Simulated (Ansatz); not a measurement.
**CH₄AlClSe: one species, many methods**

The task here is to estimate one member of a computed series from the others.

Method: functionals in def2-TZVPP, the program's frozen cores in correlated methods; program: Ansatz 0.2.0, Gaussian basis.

The runs, in order: PBE-D4, r2SCAN-D4, PBE0-D4, B3LYP-D4, ωB97X-V, ωB97M-V, B2PLYP; CCSD(T)/def2-TZVPP; MP2/def2-QZVPP; extrapolation to the limit.

## The relaxed structure

All runs share one geometry, relaxed beforehand with PBE0-D4 in a triple-zeta def2 set.

SMILES `Cl[CH2][AlH][SeH]`, 8 atoms, charge 0, spin multiplicity 1.

Atoms are counted from 1 here; the program's logs count them from 0.

Bond lengths: Cl1–C2 1.788 Å, C2–Al3 1.972 Å, C2–H5 1.093 Å, C2–H6 1.093 Å, Al3–Se4 2.301 Å, Al3–H7 1.581 Å, Se4–H8 1.472 Å. Angles: Cl1–C2–Al3 113.5°, Cl1–C2–H5 107.0°, Cl1–C2–H6 107.0°, Al3–C2–H5 111.2°, Al3–C2–H6 111.2°, H5–C2–H6 106.6°, C2–Al3–Se4 120.3°, C2–Al3–H7 120.2°, Se4–Al3–H7 119.5°, Al3–Se4–H8 89.6°.

Set-up of the first run:

File in.yaml:

```yaml
crystal:
  periodic: [false, false, false]
  atoms:
    - {symbol: Cl, position_ang: [-1.476037, 0.937076, 1.108583]}
    - {symbol: C, position_ang: [0.198589, 1.004047, 0.485672]}
    - {symbol: Al, position_ang: [0.697040, -0.564732, -0.600399]}
    - {symbol: Se, position_ang: [-0.811403, -2.268536, -0.940933]}
    - {symbol: H, position_ang: [0.857091, 1.110036, 1.351390]}
    - {symbol: H, position_ang: [0.288501, 1.928419, -0.090230]}
    - {symbol: H, position_ang: [2.138887, -0.660997, -1.242928]}
    - {symbol: H, position_ang: [-1.800469, -1.542412, -0.126954]}
basis:
  gaussian: {orbitals: def2-TZVPP}
hamiltonian: {xc: pbe, dispersion: d4}
output: {forces: true, orbitals: {seedname: orbitals}}
```

Run with:

```bash
ansatz run in.yaml --threads 4 --pin off --events-out ev --progress --plain --max-ram 10444MiB
```

Among the steps run: PBE-D4 (GGA); r2SCAN-D4 (meta-GGA); PBE0-D4 (hybrid); B3LYP-D4 (hybrid); ωB97X-V (range-separated); ωB97M-V (range-separated); B2PLYP (double hybrid); CCSD(T) in def2-TZVPP; MP2 in def2-QZVPP.

One of the session's tables, all rows but one given; the rest of the session is left out.

It belongs to the step «Atomisation energies». 

```
            method  atomisation energy (eV)
            PBE-D4                   25.273
         r2SCAN-D4                   25.148
           PBE0-D4                   24.962
          B3LYP-D4                   24.804
           ωB97X-V                   25.083
           ωB97M-V                   24.988
            B2PLYP                   24.529
     HF/def2-TZVPP                   18.086
    MP2/def2-TZVPP                   24.650
   CCSD/def2-TZVPP                   23.911
CCSD(T)/def2-TZVPP                   24.327
           MP2/CBS                        ?
       CCSD(T)/CBS                   25.104
```

Q: Estimate the row for MP2/CBS from the others.

The run gave: atomisation energy (eV): 25.428. In the column «atomisation energy (eV)» it is the highest.

Caveats from the session: Free atoms (1 Cl, 1 C, 1 Al, 1 Se, 4 H) were run apart at each level; the atomisation energy is their sum less the molecule, without zero-point or spin-orbit terms.
